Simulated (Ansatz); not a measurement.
# CH2Ge (triplet): wave-function methods side by side, cc-pVDZ

How much of the correlation energy of CH2Ge (triplet) does each wave-function method recover here?

Program: Ansatz 0.2.0, Gaussian basis. Level of theory: cc-pVDZ, core rule «outside noble gas», up to 15 orbitals frozen. These are calculated values, not measurements.

Plan: UHF; CCSD(T) on ROHF; CCSD(T) on UHF; BCCD(T) on ROHF; CISD; CCSDT(Q) on ROHF; CCSDT(Q) on UHF; CCSDTQ on ROHF; CASSCF and MRCISD+Q, 10 electrons in 10 orbitals; CASSCF and NEVPT2, 10 electrons in 10 orbitals.

4 further runs of the same task are left out: 4 set aside as unsound or not needed.

## (1) The geometry

The geometry is a PBE0/def2-TZVP stationary point (not a proven minimum). No spin-orbit coupling is included. The filled d shell of Ge may be among the frozen orbitals whatever the setting's name suggests; the logs give the count.

4 atoms, charge 0, spin multiplicity 3.

Atoms are counted from 1 here; the program's logs count them from 0.

Bond lengths: Ge1–C2 1.957 Å, C2–H3 1.091 Å, C2–H4 1.091 Å. Angles: Ge1–C2–H3 123.6°, Ge1–C2–H4 123.6°, H3–C2–H4 112.9°.

## (2) UHF

in.yaml

```yaml
crystal:
  periodic: [false, false, false]
  atoms:
    - {symbol: Ge, position_ang: [0.000000, 0.000000, 0.330803]}
    - {symbol: C, position_ang: [0.000000, 0.000000, -1.626483]}
    - {symbol: H, position_ang: [0.000000, 0.908852, -2.229454]}
    - {symbol: H, position_ang: [0.000000, -0.908852, -2.229454]}
basis:
  gaussian: {orbitals: cc-pVDZ}
magnetization: {spin_polarized: true, initial_magnetization: 2}
hamiltonian: {xc: hf}
output: {orbitals: {seedname: orbitals}}
```

Command:

```sh
ansatz run in.yaml --threads 1 --pin off --events-out ev --progress --plain --max-ram 2816MiB --backend cpu
```

The runs that follow: CCSD(T) on ROHF; CCSD(T) on UHF; BCCD(T) on ROHF; CISD; CCSDT(Q) on ROHF; CCSDT(Q) on UHF; CCSDTQ on ROHF; CASSCF and MRCISD+Q, 10 electrons in 10 orbitals; CASSCF and NEVPT2, 10 electrons in 10 orbitals.

Q: Predict the results of all the runs planned. Wanted: RCCSDTQ below the RHF energy; RMP2 from RCCSDTQ; UMP2 from RCCSDTQ; RCCSD from RCCSDTQ; RCCSD(T) from RCCSDTQ; UCCSD(T) from RCCSDTQ; RCCSDT(Q) from RCCSDTQ; UCCSDT(Q) from RCCSDTQ; NEVPT2 valence from RCCSDTQ.

The runs gave:

| quantity | value |
| --- | --- |
| RCCSDTQ below the RHF energy | -5.9401 eV |
| RMP2 from RCCSDTQ | +102.6 kJ/mol |
| UMP2 from RCCSDTQ | +104.8 kJ/mol |
| RCCSD from RCCSDTQ | +18.2 kJ/mol |
| RCCSD(T) from RCCSDTQ | +3.4 kJ/mol |
| UCCSD(T) from RCCSDTQ | +3.0 kJ/mol |
| RCCSDT(Q) from RCCSDTQ | 0.0 kJ/mol |
| UCCSDT(Q) from RCCSDTQ | -0.4 kJ/mol |
| NEVPT2 valence from RCCSDTQ | +87.2 kJ/mol |
| MRCISD+Q valence from RCCSDTQ | +0.6 kJ/mol |
| levels within 1 kcal/mol (43 meV) | RCCSD(T), UCCSD(T), BCCD(T), RCCSDT, UCCSDT, RCCSDT(Q), UCCSDT(Q), MRCISD+Q valence |
| T1 diagnostic | 0.020 |
| effectively unpaired electrons | 2.03 |

RCCSD(T) misses by +3.4 kJ/mol, 0.6 % of the correlation energy. One determinant dominates. Of the multireference levels listed MRCISD+Q valence comes nearest in total energy (+0.6 kJ/mol), which doesn't show that its space is the better one. These misses are within one basis, not against nature; the frozen cores of restricted and unrestricted runs differ, which can shift their rows.
